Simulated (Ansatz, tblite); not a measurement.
# Phenacyltetrahydrothiophenium tetrafluoroborate (C₁₂H₁₅BF₄OS): a ladder of methods and basis sets

Aim: run the singlet of phenacyltetrahydrothiophenium tetrafluoroborate (C₁₂H₁₅BF₄OS) at one geometry on many levels, and compare frontier levels, spin and run time.

The runs use Ansatz 0.2.0, Gaussian basis; as each input shows.

Plan: GFN1-xTB, GFN2-xTB, PBE-D4/def2-TZVP, r2SCAN-D4/def2-TZVP, HF/def2-TZVP, r2SCANh-D4/def2-TZVP, LDA/def2-TZVP, LC-ωPBE(0.10)/def2-SVP, LC-ωPBE(0.15)/def2-SVP, LC-ωPBE(0.20)/def2-SVP, LC-ωPBE(0.30)/def2-SVP, PBE-D4/def2-SVP, PBE0-D4/def2-SVP, HF/STO-3G, HF/6-31G, B3LYP-D4/6-31G, MP2/def2-SVP, RPA/def2-SVP.

## (1) The relaxed structure

The geometry is that of the singlet, from an earlier relaxation (PBE-D4/def2-SVP).

34 atoms, charge 0, spin multiplicity 1.

Bond lengths: F1–B2 1.465 Å, B2–F3 1.416 Å, B2–F4 1.417 Å, B2–F5 1.374 Å, O6–C7 1.228 Å, C7–C8 1.529 Å, C7–C14 1.488 Å, C8–S9 1.842 Å, C8–H20 1.109 Å, C8–H21 1.110 Å, S9–C10 1.848 Å, S9–C13 1.855 Å, C10–C11 1.530 Å, C10–H22 1.107 Å, C10–H23 1.111 Å, C11–C12 1.534 Å, C11–H24 1.113 Å, C11–H25 1.108 Å and more. Angles: F1–B2–F3 106.7°, F1–B2–F4 106.5°, F1–B2–F5 109.4°, F3–B2–F4 108.7°, F3–B2–F5 112.5°, F4–B2–F5 112.7°, O6–C7–C8 118.9°, O6–C7–C14 122.6°, C8–C7–C14 118.5°, C7–C8–S9 108.6°, C7–C8–H20 111.6°, C7–C8–H21 111.7°, S9–C8–H20 106.3°, S9–C8–H21 110.7°, H20–C8–H21 107.8°, C8–S9–C10 98.0°, C8–S9–C13 100.6°, C10–S9–C13 94.5° and more.

PBE0-D4/def2-TZVP was run before; its log isn't repeated, and its numbers join the tables.

## (2) GFN1-xTB

Tight binding, by tblite at 300 K electronic temperature and without a spin-polarisation term:

```python
tblite.interface.Calculator('GFN1-xTB', numbers, positions, charge=0, uhf=0).singlepoint()
```

Energy -1739.9795 eV, HOMO -11.64 eV, LUMO -9.85 eV; 0.053 s.

## (3) GFN2-xTB

Tight binding, by tblite at 300 K electronic temperature and without a spin-polarisation term:

```python
tblite.interface.Calculator('GFN2-xTB', numbers, positions, charge=0, uhf=0).singlepoint()
```

Energy -1658.7787 eV, HOMO -11.20 eV, LUMO -8.97 eV; 0.04 s.

## (4) PBE-D4/def2-TZVP

start.molden holds the orbitals of an earlier run on this state, given as this run's starting guess.

in.yaml reads:

```yaml
crystal:
  periodic: [false, false, false]
  atoms:
    - {symbol: F, position_ang: [-3.219029, 2.164946, -0.396286]}
    - {symbol: B, position_ang: [-4.628050, 1.785660, -0.267838]}
    - {symbol: F, position_ang: [-4.930011, 0.958254, -1.376107]}
    - {symbol: F, position_ang: [-4.730217, 1.014652, 0.916671]}
    - {symbol: F, position_ang: [-5.403297, 2.918990, -0.231546]}
    - {symbol: O, position_ang: [1.301117, 1.693453, 0.234474]}
    - {symbol: C, position_ang: [1.420857, 0.515914, 0.561447]}
    - {symbol: C, position_ang: [0.194647, -0.395517, 0.501747]}
    - {symbol: S, position_ang: [-1.295073, 0.642740, 0.191010]}
    - {symbol: C, position_ang: [-2.506152, -0.724735, -0.088556]}
    - {symbol: C, position_ang: [-2.389508, -1.099604, -1.567054]}
    - {symbol: C, position_ang: [-2.144969, 0.197442, -2.349128]}
    - {symbol: C, position_ang: [-1.079247, 1.015187, -1.613822]}
    - {symbol: C, position_ang: [2.716270, -0.063404, 1.009687]}
    - {symbol: C, position_ang: [3.832367, 0.800378, 1.079464]}
    - {symbol: C, position_ang: [5.074838, 0.312192, 1.492986]}
    - {symbol: C, position_ang: [5.217275, -1.043647, 1.838486]}
    - {symbol: C, position_ang: [4.114466, -1.910591, 1.769565]}
    - {symbol: C, position_ang: [2.867143, -1.424083, 1.358259]}
    - {symbol: H, position_ang: [0.019878, -0.907449, 1.470224]}
    - {symbol: H, position_ang: [0.299965, -1.175420, -0.281177]}
    - {symbol: H, position_ang: [-2.257988, -1.537083, 0.621720]}
    - {symbol: H, position_ang: [-3.483168, -0.278179, 0.193695]}
    - {symbol: H, position_ang: [-1.567274, -1.832461, -1.724883]}
    - {symbol: H, position_ang: [-3.333194, -1.582072, -1.891470]}
    - {symbol: H, position_ang: [-3.090602, 0.771080, -2.371179]}
    - {symbol: H, position_ang: [-1.813324, -0.001392, -3.388409]}
    - {symbol: H, position_ang: [-0.034825, 0.747323, -1.862470]}
    - {symbol: H, position_ang: [-1.218698, 2.107136, -1.695352]}
    - {symbol: H, position_ang: [3.689026, 1.855167, 0.802243]}
    - {symbol: H, position_ang: [5.940674, 0.988781, 1.548722]}
    - {symbol: H, position_ang: [6.195703, -1.427721, 2.164866]}
    - {symbol: H, position_ang: [4.228093, -2.970944, 2.039987]}
    - {symbol: H, position_ang: [2.012336, -2.114982, 1.310044]}
basis:
  gaussian: {orbitals: def2-TZVP, fitting: {mean_field: def2-universal-jkfit}, initial_orbitals: start.molden}
hamiltonian: {xc: pbe, dispersion: d4}
scf: {omitted_lower_state_checks: [starts]}
output: {forces: true, orbitals: {seedname: orbitals}}
```

Launch:

```console
> ansatz run in.yaml --threads 2 --pin off --events-out ev --progress --plain --max-ram 31744MiB --backend cuda --devices 0, --max-vram 18GiB
```

What it wrote:

```text
Functional definition: PBE
  name "PBE"
  cite "Perdew, Burke & Ernzerhof, Phys. Rev. Lett. 77, 3865 (1996) doi:10.1103/PhysRevLett.77.3865"
  parent pbe
  parameter kappa = 0.804
  parameter beta = 0.06672455060314922
  exchange = pbe_x(kappa = kappa, mu = beta*pi^2/3)
  correlation = pbe_c(beta = beta)
these checks for a lower state are left out or cut short: starts
1758 factors; integrals over basis functions are off by at most 1.6e0 eV
mean field evaluation 1: about -37095.8806 eV, gradient 2.0e1 eV
mean field evaluation 2: about -37096.2955 eV, gradient 4.4e-1 eV
mean field evaluation 4: about -37096.2906 eV, gradient 1.3e-3 eV
mean field -37096.29063324 eV, -1363.2635360025 hartree, gradient 1.7e-5 eV, S^2 0.000000; 0 other end points of the search recorded, 0 dependent functions left out
the calculation of the forces begins
reference -37096.29071179 eV, -1363.2635388894 hartree; 76, 76 occupied and 609, 609 virtual orbitals, 1758 factors
Total energy: -37097.44558271 eV, -1363.3059796127 hartree
Atom 0 at    -3.219029     2.164946    -0.396286 Å, force    -0.076712     0.118136     0.027576 eV/Å
Atom 1 at    -4.628050     1.785660    -0.267838 Å, force     0.074140     0.014594     0.022418 eV/Å
Atom 2 at    -4.930011     0.958254    -1.376107 Å, force    -0.117220    -0.024860    -0.073741 eV/Å
Atom 3 at    -4.730217     1.014652     0.916671 Å, force    -0.086738     0.020992     0.125833 eV/Å
Atom 4 at    -5.403297     2.918990    -0.231546 Å, force    -0.105642     0.116426     0.011602 eV/Å
Atom 5 at     1.301117     1.693453     0.234474 Å, force     0.027982    -0.158076     0.064299 eV/Å
Atom 6 at     1.420857     0.515914     0.561447 Å, force     0.037690     0.010023     0.007904 eV/Å
Atom 7 at     0.194647    -0.395517     0.501747 Å, force    -0.113605    -0.178349     0.034148 eV/Å
Atom 8 at    -1.295073     0.642740     0.191010 Å, force     0.138558    -0.318179    -0.220685 eV/Å
Atom 9 at    -2.506152    -0.724735    -0.088556 Å, force    -0.025310     0.037735     0.229797 eV/Å
Atom 10 at    -2.389508    -1.099604    -1.567054 Å, force    -0.001946    -0.265363    -0.092221 eV/Å
Atom 11 at    -2.144969     0.197442    -2.349128 Å, force    -0.127133     0.062104    -0.140402 eV/Å
Atom 12 at    -1.079247     1.015187    -1.613822 Å, force     0.188791     0.156556     0.062587 eV/Å
Atom 13 at     2.716270    -0.063404     1.009687 Å, force     0.163013    -0.042511     0.036991 eV/Å
Atom 14 at     3.832367     0.800378     1.079464 Å, force     0.022574    -0.045897     0.012825 eV/Å
Atom 15 at     5.074838     0.312192     1.492986 Å, force    -0.045899    -0.006183    -0.008562 eV/Å
Atom 16 at     5.217275    -1.043647     1.838486 Å, force    -0.038077     0.002534    -0.010239 eV/Å
Atom 17 at     4.114466    -1.910591     1.769565 Å, force    -0.006951     0.035623    -0.008791 eV/Å
Atom 18 at     2.867143    -1.424083     1.358259 Å, force     0.039892     0.033014     0.002176 eV/Å
Atom 19 at     0.019878    -0.907449     1.470224 Å, force     0.050570     0.142768    -0.239638 eV/Å
Atom 20 at     0.299965    -1.175420    -0.281177 Å, force    -0.031600     0.228077     0.196635 eV/Å
Atom 21 at    -2.257988    -1.537083     0.621720 Å, force    -0.059132     0.205871    -0.194080 eV/Å
Atom 22 at    -3.483168    -0.278179     0.193695 Å, force     0.328426    -0.211015    -0.126135 eV/Å
Atom 23 at    -1.567274    -1.832461    -1.724883 Å, force    -0.206867     0.202632     0.042180 eV/Å
Atom 24 at    -3.333194    -1.582072    -1.891470 Å, force     0.248384     0.121952     0.078177 eV/Å
Atom 25 at    -3.090602     0.771080    -2.371179 Å, force     0.306428    -0.158741    -0.073407 eV/Å
Atom 26 at    -1.813324    -0.001392    -3.388409 Å, force    -0.077787     0.040904     0.272592 eV/Å
Atom 27 at    -0.034825     0.747323    -1.862470 Å, force    -0.298302     0.057142     0.064350 eV/Å
Atom 28 at    -1.218698     2.107136    -1.695352 Å, force     0.059717    -0.317170    -0.013448 eV/Å
Atom 29 at     3.689026     1.855167     0.802243 Å, force     0.062723    -0.296734     0.086016 eV/Å
Atom 30 at     5.940674     0.988781     1.548722 Å, force    -0.246754    -0.193102    -0.015457 eV/Å
Atom 31 at     6.195703    -1.427721     2.164866 Å, force    -0.277919     0.109574    -0.093486 eV/Å
Atom 32 at     4.228093    -2.970944     2.039987 Å, force    -0.031385     0.304009    -0.076882 eV/Å
Atom 33 at     2.012336    -2.114982     1.310044 Å, force     0.226090     0.195512     0.009069 eV/Å
Dipole moment:     2.866147    -1.719862     0.089021 e Å
Checks for a lower state left out: starts
```

Wall time 4.1 s (1 × H100 (card shared with other runs) with 2 threads of AMD EPYC 7R13, shared host).

Report: HOMO -6.81 eV, LUMO -3.80 eV.

## (5) r2SCAN-D4/def2-TZVP

Changes to in.yaml since step 4:

```diff
@@ -39,4 +39,4 @@
   gaussian: {orbitals: def2-TZVP, fitting: {mean_field: def2-universal-jkfit}, initial_orbitals: start.molden}
-hamiltonian: {xc: pbe, dispersion: d4}
+hamiltonian: {xc: r2scan, dispersion: d4}
 scf: {omitted_lower_state_checks: [starts]}
-output: {forces: true, orbitals: {seedname: orbitals}}
+output: {orbitals: {seedname: orbitals}}
```

Same command.

What it wrote:

```text
Functional definition: r2SCAN
  name "r2SCAN"
  cite "Furness, Kaplan, Ning, Perdew & Sun, J. Phys. Chem. Lett. 11, 8208 (2020) doi:10.1021/acs.jpclett.0c02405"
  cite "Furness, Kaplan, Ning, Perdew & Sun, J. Phys. Chem. Lett. 11, 9248 (2020) doi:10.1021/acs.jpclett.0c03077"
  parent r2scan
  parameter k0 = 0.174
  parameter k1 = 0.065
  parameter a1 = 4.9479
  exchange = r2scan_x(k0 = k0, k1 = k1, a1 = a1)
  correlation = r2scan_c
these checks for a lower state are left out or cut short: starts
1758 factors; integrals over basis functions are off by at most 1.6e0 eV
mean field evaluation 1: about -37117.2467 eV, gradient 1.0e1 eV
mean field evaluation 2: about -37117.3757 eV, gradient 1.6e-1 eV
mean field evaluation 4: about -37117.3968 eV, gradient 4.1e-4 eV
mean field -37117.39676089 eV, -1364.0391718874 hartree, gradient 1.3e-5 eV, S^2 0.000000; 0 other end points of the search recorded, 0 dependent functions left out
reference -37117.39678384 eV, -1364.0391727308 hartree; 76, 76 occupied and 609, 609 virtual orbitals, 1758 factors
Total energy: -37117.72803779 eV, -1364.0513460890 hartree
Checks for a lower state left out: starts
```

It took 3.6 s on 1 × H100 (card shared with other runs) with 2 threads of AMD EPYC 7R13, shared host.

Report: HOMO -7.30 eV, LUMO -3.69 eV.

## (6) HF/def2-TZVP

Changes to in.yaml since step 5:

```diff
@@ -39,4 +39,4 @@
   gaussian: {orbitals: def2-TZVP, fitting: {mean_field: def2-universal-jkfit}, initial_orbitals: start.molden}
-hamiltonian: {xc: r2scan, dispersion: d4}
+hamiltonian: {xc: hf}
 scf: {omitted_lower_state_checks: [starts]}
-output: {orbitals: {seedname: orbitals}}
+output: {forces: true, orbitals: {seedname: orbitals}}
```

Launched as before.

What it wrote:

```text
Functional definition: HF
  name "HF"
  cite "Fock, Z. Phys. 61, 126 (1930) doi:10.1007/BF01340294"
  parent pbe
  exchange = exact_x
  correlation = 0
these checks for a lower state are left out or cut short: starts
1758 factors; integrals over basis functions are off by at most 1.6e0 eV
mean field evaluation 1: about -36965.3901 eV, gradient 5.4e1 eV
mean field evaluation 2: about -36968.3134 eV, gradient 2.9e0 eV
mean field evaluation 4: about -36968.3584 eV, gradient 2.8e-5 eV
mean field -36968.35841063 eV, -1358.5621135374 hartree, gradient 2.8e-5 eV, S^2 0.000000; 0 other end points of the search recorded, 0 dependent functions left out
the calculation of the forces begins
reference -36968.35841063 eV, -1358.5621135374 hartree; 76, 76 occupied and 609, 609 virtual orbitals, 1758 factors
Total energy: -36968.35841063 eV, -1358.5621135374 hartree
Atom 0 at    -3.219029     2.164946    -0.396286 Å, force    -1.695433    -0.209106     0.102503 eV/Å
Atom 1 at    -4.628050     1.785660    -0.267838 Å, force     0.130926     0.191420     0.028375 eV/Å
Atom 2 at    -4.930011     0.958254    -1.376107 Å, force     0.104238     0.810915     1.088381 eV/Å
Atom 3 at    -4.730217     1.014652     0.916671 Å, force    -0.065445     0.862158    -1.023764 eV/Å
Atom 4 at    -5.403297     2.918990    -0.231546 Å, force     0.627210    -1.046725    -0.021033 eV/Å
Atom 5 at     1.301117     1.693453     0.234474 Å, force     0.395372    -3.355073     0.949444 eV/Å
Atom 6 at     1.420857     0.515914     0.561447 Å, force    -0.305189     2.613680    -0.719479 eV/Å
Atom 7 at     0.194647    -0.395517     0.501747 Å, force    -0.467759    -0.213901     0.131834 eV/Å
Atom 8 at    -1.295073     0.642740     0.191010 Å, force     0.744595    -1.272874    -0.552098 eV/Å
Atom 9 at    -2.506152    -0.724735    -0.088556 Å, force    -0.511838     0.203809     0.922029 eV/Å
Atom 10 at    -2.389508    -1.099604    -1.567054 Å, force    -0.176687    -0.720779    -0.356890 eV/Å
Atom 11 at    -2.144969     0.197442    -2.349128 Å, force    -0.513289     0.202376    -0.577297 eV/Å
Atom 12 at    -1.079247     1.015187    -1.613822 Å, force     0.607208     0.791867     0.154753 eV/Å
Atom 13 at     2.716270    -0.063404     1.009687 Å, force     0.893233    -0.229164     0.245847 eV/Å
Atom 14 at     3.832367     0.800378     1.079464 Å, force    -0.103999    -0.166747     0.013140 eV/Å
Atom 15 at     5.074838     0.312192     1.492986 Å, force    -0.075196    -0.069814    -0.000612 eV/Å
Atom 16 at     5.217275    -1.043647     1.838486 Å, force    -0.244325     0.054595    -0.071323 eV/Å
Atom 17 at     4.114466    -1.910591     1.769565 Å, force     0.050023     0.130419    -0.014447 eV/Å
Atom 18 at     2.867143    -1.424083     1.358259 Å, force     0.075399     0.245142    -0.044318 eV/Å
Atom 19 at     0.019878    -0.907449     1.470224 Å, force     0.216270     0.496311    -0.787938 eV/Å
Atom 20 at     0.299965    -1.175420    -0.281177 Å, force    -0.037574     0.756234     0.660271 eV/Å
Atom 21 at    -2.257988    -1.537083     0.621720 Å, force    -0.226773     0.652811    -0.612624 eV/Å
Atom 22 at    -3.483168    -0.278179     0.193695 Å, force     1.145195    -0.789220    -0.409573 eV/Å
Atom 23 at    -1.567274    -1.832461    -1.724883 Å, force    -0.635589     0.594088     0.126649 eV/Å
Atom 24 at    -3.333194    -1.582072    -1.891470 Å, force     0.795146     0.366453     0.248237 eV/Å
Atom 25 at    -3.090602     0.771080    -2.371179 Å, force     1.034768    -0.560925    -0.156292 eV/Å
Atom 26 at    -1.813324    -0.001392    -3.388409 Å, force    -0.252943     0.147139     0.821038 eV/Å
Atom 27 at    -0.034825     0.747323    -1.862470 Å, force    -0.971982     0.223982     0.162599 eV/Å
Atom 28 at    -1.218698     2.107136    -1.695352 Å, force     0.190476    -1.013646    -0.061406 eV/Å
Atom 29 at     3.689026     1.855167     0.802243 Å, force     0.228091    -0.983159     0.285204 eV/Å
Atom 30 at     5.940674     0.988781     1.548722 Å, force    -0.780895    -0.609383    -0.050583 eV/Å
Atom 31 at     6.195703    -1.427721     2.164866 Å, force    -0.875362     0.345163    -0.293700 eV/Å
Atom 32 at     4.228093    -2.970944     2.039987 Å, force    -0.106119     0.954682    -0.244030 eV/Å
Atom 33 at     2.012336    -2.114982     1.310044 Å, force     0.808244     0.597274     0.057105 eV/Å
Dipole moment:     2.967514    -1.881299     0.089393 e Å
Checks for a lower state left out: starts
```

Run time: 4.3 s. Hardware: 1 × H100 (card shared with other runs) with 2 threads of AMD EPYC 7R13, shared host; peak host memory 1.2 GiB.

From the report: HOMO -10.28 eV, LUMO 0.74 eV.

## (7) r2SCANh-D4/def2-TZVP

Changes to in.yaml since step 6:

```diff
@@ -39,4 +39,4 @@
   gaussian: {orbitals: def2-TZVP, fitting: {mean_field: def2-universal-jkfit}, initial_orbitals: start.molden}
-hamiltonian: {xc: hf}
+hamiltonian: {xc: {name: r2SCANh}, dispersion: d4}
 scf: {omitted_lower_state_checks: [starts]}
-output: {forces: true, orbitals: {seedname: orbitals}}
+output: {orbitals: {seedname: orbitals}}
```

The command is unchanged.

What it wrote:

```text
Functional definition: r2SCANh
  name "r2SCANh"
  cite "Bursch, Neugebauer, Ehlert & Grimme, J. Chem. Phys. 156, 134105 (2022) doi:10.1063/5.0086040"
  cite "Furness, Kaplan, Ning, Perdew & Sun, J. Phys. Chem. Lett. 11, 8208 (2020) doi:10.1021/acs.jpclett.0c02405"
  cite "Furness, Kaplan, Ning, Perdew & Sun, J. Phys. Chem. Lett. 11, 9248 (2020) doi:10.1021/acs.jpclett.0c03077"
  parent r2scan
  parameter a = 0.1
  parameter k0 = 0.174
  parameter k1 = 0.065
  parameter a1 = 4.9479
  exchange = (1 - a)*r2scan_x(k0 = k0, k1 = k1, a1 = a1) + a*exact_x
  correlation = r2scan_c
these checks for a lower state are left out or cut short: starts
1758 factors; integrals over basis functions are off by at most 1.6e0 eV
mean field evaluation 1: about -37115.9041 eV, gradient 9.1e0 eV
mean field evaluation 2: about -37115.9870 eV, gradient 9.1e-2 eV
mean field evaluation 4: about -37116.0058 eV, gradient 1.8e-4 eV
mean field -37116.00576424 eV, -1363.9880537035 hartree, gradient 2.1e-5 eV, S^2 0.000000; 0 other end points of the search recorded, 0 dependent functions left out
reference -37116.00578523 eV, -1363.9880544748 hartree; 76, 76 occupied and 609, 609 virtual orbitals, 1758 factors
Total energy: -37116.35409196 eV, -1364.0008545111 hartree
Checks for a lower state left out: starts
```

It took 4.4 s on 1 × H100 (card shared with other runs) with 2 threads of AMD EPYC 7R13, shared host.

HOMO -8.00 eV, LUMO -3.36 eV.

## (8) LDA/def2-TZVP

Changes to in.yaml since step 7:

```diff
@@ -39,3 +39,3 @@
   gaussian: {orbitals: def2-TZVP, fitting: {mean_field: def2-universal-jkfit}, initial_orbitals: start.molden}
-hamiltonian: {xc: {name: r2SCANh}, dispersion: d4}
+hamiltonian: {xc: lda}
 scf: {omitted_lower_state_checks: [starts]}
```

The command is unchanged.

What it wrote:

```text
Functional definition: SPW92
  name "SPW92"
  cite "Dirac, Proc. Camb. Phil. Soc. 26, 376 (1930) doi:10.1017/S0305004100016108"
  cite "Slater, Phys. Rev. 81, 385 (1951) doi:10.1103/PhysRev.81.385"
  cite "Perdew & Wang, Phys. Rev. B 45, 13244 (1992) doi:10.1103/PhysRevB.45.13244"
  exchange = slater_x
  correlation = pw_c
these checks for a lower state are left out or cut short: starts
1758 factors; integrals over basis functions are off by at most 1.6e0 eV
mean field evaluation 1: about -36884.6291 eV, gradient 8.4e1 eV
mean field evaluation 2: about -36886.4131 eV, gradient 2.4e0 eV
mean field evaluation 4: about -36886.4406 eV, gradient 2.2e-1 eV
mean field evaluation 8: about -36886.4407 eV, gradient 2.3e-5 eV
mean field -36886.44072867 eV, -1355.5516942511 hartree, gradient 2.3e-5 eV, S^2 0.000000; 0 other end points of the search recorded, 0 dependent functions left out
reference -36886.44080055 eV, -1355.5516968928 hartree; 76, 76 occupied and 609, 609 virtual orbitals, 1758 factors
Total energy: -36886.44080055 eV, -1355.5516968928 hartree
Checks for a lower state left out: starts
```

Wall time 2.9 s (1 × H100 (card shared with other runs) with 2 threads of AMD EPYC 7R13, shared host).

From the report: HOMO -7.12 eV, LUMO -4.05 eV.

## (9) LC-ωPBE(0.10)/def2-SVP

Changes to in.yaml since step 8:

```diff
@@ -38,4 +38,4 @@
 basis:
-  gaussian: {orbitals: def2-TZVP, fitting: {mean_field: def2-universal-jkfit}, initial_orbitals: start.molden}
-hamiltonian: {xc: lda}
+  gaussian: {orbitals: def2-SVP, initial_orbitals: start.molden}
+hamiltonian: {xc: {name: LC-wPBE, parameters: {omega: 0.1/bohr}}}
 scf: {omitted_lower_state_checks: [starts]}
```

Same command.

What it wrote:

```text
Functional definition: LC-wPBE
  name "LC-wPBE"
  cite "Vydrov & Scuseria, J. Chem. Phys. 125, 234109 (2006) doi:10.1063/1.2409292"
  cite "Heyd & Scuseria, J. Chem. Phys. 120, 7274 (2004) doi:10.1063/1.1668634"
  cite "Ernzerhof & Perdew, J. Chem. Phys. 109, 3313 (1998) doi:10.1063/1.476928"
  cite "Perdew, Burke & Ernzerhof, Phys. Rev. Lett. 77, 3865 (1996) doi:10.1103/PhysRevLett.77.3865"
  parent pbe
  parameter omega = 0.4/bohr
  exchange = pbe_x_sr(omega) + exact_x_lr(omega)
  correlation = pbe_c
  with omega = 0.1/bohr from the input
these checks for a lower state are left out or cut short: starts
3860 factors; their error is unknown
205 factors; integrals over basis functions are off by at most 2.2e-7 eV
mean field evaluation 1: about -37067.7007 eV, gradient 1.8e1 eV
mean field evaluation 2: about -37068.4485 eV, gradient 5.4e-1 eV
mean field evaluation 4: about -37068.2275 eV, gradient 2.4e-3 eV
mean field -37068.22750544 eV, -1362.2322350778 hartree, gradient 1.2e-5 eV, S^2 0.000000; 0 other end points of the search recorded, 0 dependent functions left out
reference -37068.22750565 eV, -1362.2322350857 hartree; 76, 76 occupied and 269, 269 virtual orbitals, 3860 factors
Total energy: -37068.22750565 eV, -1362.2322350857 hartree
Checks for a lower state left out: starts
```

It took 3.1 s on 1 × H100 (card shared with other runs) with 2 threads of AMD EPYC 7R13, shared host.

HOMO -7.83 eV, LUMO -2.31 eV.

[end of part 1 of 2]
